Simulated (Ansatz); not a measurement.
Runs of Ansatz 0.2.0 on BiS. It takes space group Pm-3m (No. 221, cubic). The conventional cell has a = 4.003 Å, b = 4.003 Å, c = 4.003 Å, α = 90.00°, β = 90.00°, γ = 90.00°. Bi (site symmetry m-3m) has 8 S at 3.47 Å as nearest neighbours. S (site symmetry m-3m) has 8 Bi at 3.47 Å as nearest neighbours. The cell was built by a generator and needn't be a form met in nature.

```tsv
task	level	cell	cutoff (eV)	points for each segment of the path	gap on the mesh (eV)	pressure (GPa)	relaxed volume (Å³/atom)
band structure	r2SCAN	as given	500	14	none	-11.9	-
relaxation of cell and atoms	revPBE	relaxed	420	-	none	0.0	(a)
relaxation of cell and atoms	BLYP	relaxed	420	-	none	0.0	25.19
band structure	BLYP	as given	420	14	none	-7.9	-
```

Alike in all rows: potentials or basis Ansatz PAW; no spin polarisation; k mesh 7 × 7 × 7; smearing fermi-dirac 0.05 eV.

Task: Fill in the values left out.

Result: (a) 23.70.

Caveats: spin-orbit coupling is left out, which moves the levels of the heavy elements; the PAW data sets come from PBE, with cores solved anew for the run's functional, which leaves a small shift of forces and pressure; the volume moved by over 15 % at a fixed basis, so the end points are rough (some runs); the plane-wave basis is chosen anew once the cell has moved, so the energies of steps on either side of that aren't comparable (some runs).

A k mesh can miss the band edges, and the runs leave out spin-orbit coupling on Bi.

A gap of «none» marks a metal or a gap under the smearing width.

Runs at the PBE level aren't shown here.
